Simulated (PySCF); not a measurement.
# C6H9BrO: magnetic properties

Aim: compute the magnetic properties of C6H9BrO (`C[C@@H]1CC[C@H]1C(=O)Br`).

Programs: PySCF 2.14.0, with routines of our own; each step states its level. All values are computed. Atoms count from 0.

## Step 1: The starting structure

17 atoms, charge 0, multiplicity 1; geometry from: GFN2-xTB.

## Step 2: Magnetic properties: GIAO HF/pcSseg-1

What the job is given:

```
{"job": {"kind": "mag", "xc": "HF", "basis": "pcSseg-1", "isotopologues": 2}, "charge": 0, "multiplicity": 1}
C     -1.417473    -0.902609    -0.969220
C     -0.641662    -0.232325     0.145690
C     -0.743274     1.299966     0.262165
C      0.788417     1.408169     0.272396
C      0.891156    -0.081965    -0.091776
C      1.710493    -0.918650     0.802423
O      2.315695    -0.652124     1.778776
Br     1.643248    -2.824460     0.227795
H     -1.110844    -1.940945    -1.074490
H     -1.248435    -0.391535    -1.914720
H     -2.482127    -0.879422    -0.747878
H     -0.850872    -0.729478     1.095073
H     -1.246427     1.671194     1.151262
H     -1.195715     1.752305    -0.617597
H      1.203211     1.620715     1.255607
H      1.224375     2.090172    -0.453192
H      1.153236    -0.276978    -1.132224
```

Method: GIAO HF/pcSseg-1 magnetisability, rotational g tensor and spin-rotation constants, non-relativistic, gas phase.

Run with:

```bash
$ OMP_NUM_THREADS=1 python excited_run.py task.json out
```

One launch serves the whole session: the jobs run in the order shown.

Output:

```text
final grid: 139880 points
cycle   1  E = -2879.1558747307  dE =  7.593e-01  |g| = 9.161e-01  |ddm| = 3.697e+00
cycle   2  E = -2879.2545130021  dE = -9.864e-02  |g| = 7.141e-01  |ddm| = 1.182e+00
cycle   3  E = -2879.3495115357  dE = -9.500e-02  |g| = 1.086e-01  |ddm| = 5.631e-01
cycle   4  E = -2879.3530651588  dE = -3.554e-03  |g| = 3.460e-02  |ddm| = 1.183e-01
cycle   5  E = -2879.3535694712  dE = -5.043e-04  |g| = 1.234e-02  |ddm| = 5.840e-02
cycle   6  E = -2879.3536741658  dE = -1.047e-04  |g| = 6.188e-03  |ddm| = 2.399e-02
cycle   7  E = -2879.3537104091  dE = -3.624e-05  |g| = 2.450e-03  |ddm| = 1.875e-02
cycle   8  E = -2879.3537152453  dE = -4.836e-06  |g| = 6.001e-04  |ddm| = 7.835e-03
cycle   9  E = -2879.3537154611  dE = -2.158e-07  |g| = 1.437e-04  |ddm| = 1.469e-03
cycle  10  E = -2879.3537154740  dE = -1.291e-08  |g| = 4.831e-05  |ddm| = 3.163e-04
cycle  11  E = -2879.3537154756  dE = -1.580e-09  |g| = 2.002e-05  |ddm| = 1.167e-04
cycle  12  E = -2879.3537154759  dE = -3.233e-10  |g| = 9.576e-06  |ddm| = 5.754e-05
converged SCF energy = -2879.3537154759

Magnetisability tensor (1e-30 J/T^2)
    -1572.12       -5.55       61.04
       -5.55    -1635.98      -35.31
       61.04      -35.31    -1357.04
isotropic -1521.71   principal values   -1640.46  -1587.98  -1336.70
isotropic susceptibility -91.640 1e-6 cm^3/mol

Inertial axes            a          b          c
rot. const./GHz      2.3780     0.9015     0.6950
chi total           -96.540    -90.366    -88.014
chi diamagnetic    -637.006  -1372.388  -1764.679
chi paramagnetic    540.466   1282.022   1676.665
quadrupole/D A        2.765     -6.024      3.259
g nuclear            0.5861     0.5358     0.5394
g electronic        -0.6038    -0.5430    -0.5475
g total             -0.0177    -0.0072    -0.0081

Spin-rotation constants (kHz, H = +C I.J)
atom  isotope        aa         bb         cc
  7   79Br        2.436      1.846      1.756
  8     1H        0.022     -0.077     -0.080
  9     1H       -0.241     -0.092     -0.003
 10     1H       -0.184     -0.058     -0.042
 11     1H       -0.228     -0.105      0.015
 12     1H       -0.185     -0.095     -0.005
 13     1H       -0.110     -0.071     -0.053
 14     1H       -0.242     -0.002     -0.055
 15     1H       -0.207     -0.100      0.002
 16     1H       -0.278     -0.083      0.014
  0    13C*       0.348      0.112      0.100
  1    13C*       0.325      0.146      0.111
  2    13C*       0.362      0.106      0.098
  3    13C*       0.265      0.131      0.088
  4    13C*       0.414      0.168      0.129
  5    13C*       1.262      0.296      0.204
  6    17O*      -1.449     -0.728     -0.170
* in the singly substituted isotopologue

Isotopologues: g along a, b, c
2H    at 8,9,10,11,12,1    -0.0154    -0.0066    -0.0075
13C   at 0                 -0.0175    -0.0071    -0.0080
```

Run time: 32 s. Hardware: 1 thread of Arm Neoverse V1, shared host; peak memory 0.98 GiB.

Key values:

```csv
quantity,value
magnetisability,-1522·10⁻³⁰ J/T²
molar susceptibility,-91.6·10⁻⁶ cm³/mol
"rotational g (a, b, c)","-0.0177, -0.0072, -0.0081"
```

## Step 3: Magnetic properties: GIAO PBE0/ANO-RCC-VDZP

The job, as its differences from that of step 2:

```diff
@@ -1,2 +1,2 @@
-{"job": {"kind": "mag", "xc": "HF", "basis": "pcSseg-1", "isotopologues": 2}, "charge": 0, "multiplicity": 1}
+{"job": {"kind": "mag", "xc": "PBE0", "basis": "ANO-RCC-VDZP"}, "charge": 0, "multiplicity": 1}
 C     -1.417473    -0.902609    -0.969220
```

With the program's defaults for keys left out, this is: GIAO PBE0/ANO-RCC-VDZP magnetisability, rotational g tensor and spin-rotation constants, non-relativistic, gas phase.

ANO-RCC is contracted for a relativistic Hamiltonian, so without one its core functions misfit and properties at heavier nuclei are off.

Output:

```text
coarse grid: 65840 points
cycle   1  E = -2860.8642299734  dE =  1.123e+00  |g| = 8.102e-01  |ddm| = 5.676e+00
cycle   2  E = -2860.2763543320  dE =  5.879e-01  |g| = 1.913e+00  |ddm| = 2.247e+00
cycle   3  E = -2860.9961692690  dE = -7.198e-01  |g| = 1.889e-01  |ddm| = 1.771e+00
cycle   4  E = -2861.0040534263  dE = -7.884e-03  |g| = 8.815e-02  |ddm| = 3.137e-01
cycle   5  E = -2861.0058826138  dE = -1.829e-03  |g| = 1.963e-02  |ddm| = 1.036e-01
cycle   6  E = -2861.0059715571  dE = -8.894e-05  |g| = 6.339e-03  |ddm| = 2.560e-02
cycle   7  E = -2861.0059827542  dE = -1.120e-05  |g| = 1.788e-03  |ddm| = 1.029e-02
cycle   8  E = -2861.0059835223  dE = -7.681e-07  |g| = 4.705e-04  |ddm| = 2.354e-03
final grid: 139880 points
cycle   9  E = -2861.0062101535  dE =  3.653e-08  |g| = 7.126e-04  |ddm| = 1.876e-03
cycle  10  E = -2861.0062099196  dE =  2.339e-07  |g| = 1.236e-03  |ddm| = 2.117e-03
cycle  11  E = -2861.0062102714  dE = -3.518e-07  |g| = 1.843e-04  |ddm| = 1.380e-03
cycle  12  E = -2861.0062102786  dE = -7.141e-09  |g| = 1.801e-05  |ddm| = 1.679e-04
cycle  13  E = -2861.0062102786  dE = -7.140e-11  |g| = 6.347e-06  |ddm| = 2.454e-05
converged SCF energy = -2861.0062102786

Magnetisability tensor (1e-30 J/T^2)
    -1510.43       -6.90       59.87
       -6.90    -1592.27      -39.86
       59.87      -39.86    -1306.05
isotropic -1469.59   principal values   -1597.74  -1526.48  -1284.54
isotropic susceptibility -88.500 1e-6 cm^3/mol

Inertial axes            a          b          c
rot. const./GHz      2.3780     0.9015     0.6950
chi total           -93.517    -87.320    -84.665
chi diamagnetic    -634.196  -1370.630  -1761.664
chi paramagnetic    540.679   1283.310   1676.998
quadrupole/D A        2.285     -4.717      2.431
g nuclear            0.5861     0.5358     0.5394
g electronic        -0.6040    -0.5435    -0.5476
g total             -0.0180    -0.0077    -0.0082

Spin-rotation constants (kHz, H = +C I.J)
atom  isotope        aa         bb         cc
  7   79Br        2.643      2.337      2.038
  8     1H        0.035     -0.076     -0.080
  9     1H       -0.240     -0.092     -0.001
 10     1H       -0.179     -0.057     -0.042
 11     1H       -0.217     -0.102      0.021
 12     1H       -0.178     -0.095     -0.002
 13     1H       -0.103     -0.070     -0.051
 14     1H       -0.242      0.003     -0.054
 15     1H       -0.205     -0.099      0.005
 16     1H       -0.273     -0.078      0.019
  0    13C*       0.367      0.115      0.104
  1    13C*       0.354      0.160      0.127
  2    13C*       0.386      0.111      0.103
  3    13C*       0.277      0.143      0.095
  4    13C*       0.446      0.182      0.141
  5    13C*       1.206      0.322      0.224
  6    17O*      -1.311     -0.660     -0.176
* in the singly substituted isotopologue
```

Run time: 73 s. Hardware: 1 thread of Arm Neoverse V1, shared host; peak memory 0.84 GiB.

In short:

```csv
quantity,value
magnetisability,-1470·10⁻³⁰ J/T²
molar susceptibility,-88.5·10⁻⁶ cm³/mol
"rotational g (a, b, c)","-0.0180, -0.0077, -0.0082"
```

## Step 4: Magnetic properties side by side

```csv
level,ξ (10⁻³⁰ J/T²),g(a),g(b),gap (eV),functions,time
GIAO HF/pcSseg-1,-1522,-0.0177,-0.0072,14.54,205,32 s
GIAO PBE0/ANO-RCC-VDZP,-1470,-0.0180,-0.0077,7.04,170,73 s
```

## Step 5: Summary of results

| quantity | value |
| --- | --- |
| magnetisability (step 2, GIAO HF/pcSseg-1) | -1522·10⁻³⁰ J/T² |
| molar susceptibility (step 2, GIAO HF/pcSseg-1) | -91.6·10⁻⁶ cm³/mol |
| rotational g (a, b, c) (step 2, GIAO HF/pcSseg-1) | -0.0177, -0.0072, -0.0081 |
| magnetisability over the levels | -1522 to -1470·10⁻³⁰ J/T² |

In words: Steps that list no spin-orbit terms leave them out, which matters at and beside the heavy atoms. The magnetisability spreads by 3.5 % over 2 levels, from GIAO HF/pcSseg-1 (32 s) to GIAO PBE0/ANO-RCC-VDZP (73 s); the runs took 32 s to 73 s. Two levels can agree by chance, so this spread shows no convergence. Vibrational averaging and real surroundings are missing from these values.
